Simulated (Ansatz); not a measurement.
# ZnC+ (sextet): wave-function methods side by side, def2-SVP

The task here is to estimate one member of a computed series from the others.

Computed with Ansatz 0.2.0, Gaussian basis. Level: def2-SVP, core rule «outside noble gas», up to 10 orbitals frozen.

Plan: UHF; CCSD(T) on ROHF; CCSD(T) on UHF; CISD; CCSDT(Q) on ROHF; CCSDT(Q) on UHF; CASSCF and MRCISD+Q, 15 electrons in 10 orbitals; CASSCF and NEVPT4(SD), 15 electrons in 10 orbitals; CASSCF and NEVPT2, 15 electrons in 10 orbitals.

8 further runs of the same task are left out: 4 that didn't finish, 4 set aside as unsound or not needed.

## What is computed

The geometry is a PBE0/def2-TZVP stationary point (not a proven minimum) of the parent state, kept for this charge and spin.

2 atoms, charge 1, spin multiplicity 6.

Atoms are counted from 1 here; the program's logs count them from 0.

Bond lengths: Zn1–C2 1.888 Å.

Set-up of the first run:

Contents of in.yaml:

```yaml
crystal:
  periodic: [false, false, false]
  atoms:
    - {symbol: Zn, position_ang: [0.000000, 0.000000, 0.000000]}
    - {symbol: C, position_ang: [0.000000, 0.000000, 1.888400]}
basis:
  gaussian: {orbitals: def2-SVP}
total_charge: 1
magnetization: {spin_polarized: true, initial_magnetization: 5}
hamiltonian: {xc: hf}
output: {orbitals: {seedname: orbitals}}
```

Run with:

```sh
$ ansatz run in.yaml --threads 1 --pin off --events-out ev --progress --plain --max-ram 2393MiB
```

Steps of the session up to this table: UHF; CCSD(T) on ROHF; CCSD(T) on UHF; CISD; CCSDT(Q) on ROHF; CCSDT(Q) on UHF; CASSCF and MRCISD+Q, 15 electrons in 10 orbitals; CASSCF and NEVPT4(SD), 15 electrons in 10 orbitals; CASSCF and NEVPT2, 15 electrons in 10 orbitals.

One of the session's tables, all rows but one given; the rest of the session is left out.

```
            method  from UCCSDT(Q) (kcal/mol)
              ROHF                    +177.65
               UHF                    +176.67
              RMP2                          ?
              UMP2                      -4.16
              CISD                     +11.08
             RCCSD                      +3.92
             UCCSD                      +3.92
          RCCSD(T)                      -0.64
          UCCSD(T)                      -0.74
            RCCSDT                      -0.65
            UCCSDT                      -0.72
         RCCSDT(Q)                      +0.24
         UCCSDT(Q)                          0
    CASSCF valence                    +177.58
    NEVPT2 valence                     +19.88
NEVPT4(SD) valence                      +6.15
    MRCISD valence                     +12.44
  MRCISD+Q valence                      +5.32
```

Estimate the missing values for RMP2.

The run gave: from UCCSDT(Q) (kcal/mol): -3.63. In the column «from UCCSDT(Q) (kcal/mol)» it lies between UMP2 (-4.16) and UCCSD(T) (-0.74).

Caveats from the session: Restricted and unrestricted rows rest on different reference determinants; where their highest levels disagree by more than a few hundredths of an eV, they describe different states and don't form one ladder.
